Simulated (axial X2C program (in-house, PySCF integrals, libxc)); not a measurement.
# A two-component session on AsAl⁺: EOM-IP-CCSD levels

Aim: EOM-IP-CCSD levels of AsAl⁺, with spin–orbit coupling in the Hamiltonian from the start.

Method: two-component X2C with atomic mean-field terms, As dyall-cv3z, Al dyall-v3z; program: an in-house X2C program for linear molecules on PySCF integrals.

All values are calculated.

### 1 Set-up

Contents of task.json:

```json
{"zs": [33, 13], "q": 1, "bas": ["dyall-cv3z", "dyall-v3z"], "r0": 2.47, "eom": "ip", "rq": 0, "thr": -2.0, "nmax": 95, "grid": [1, 0.96, 1.045, 0.92, 1.09, 1.15]}
```

Keys: zs atomic numbers; q charge; bas basis sets; r0 starting distance in Å; eom kind of EOM run; thr threshold in hartree for freezing inner shells (an s shell follows its p shell); nmax most natural virtual spinors; grid distances as factors.

Started as:

```sh
python soeom.py task.json out
```

After this run come: EOM-IP-CCSD at 2.529 Å.

**Question.** What will these runs give? Wanted: next root led by one particle; T1 of the reference.

The runs gave:

| quantity | value |
| --- | --- |
| lowest root at 2.529 Å | Ω = 1/2, 7.791 eV |
| next root led by one particle | Ω = 3/2, about 2130 cm⁻¹ higher |
| T1 of the reference | 0.052 |

In words: Removing an electron from the reference determinant of AsAl costs 7.79 eV and empties a spinor of 35% As pσ, 29% Al pσ, 20% Al sσ. The closed-shell reference lies 0.67 eV above the lowest determinant found, so these energies count from an excited configuration. Errors of 0.1 to 0.3 eV are usual at this size, and roots led by higher excitations are left out, so the list is incomplete, and low states of that kind can be missing. T1 or the largest double amplitude of the reference is raised, which lowers the reliability.
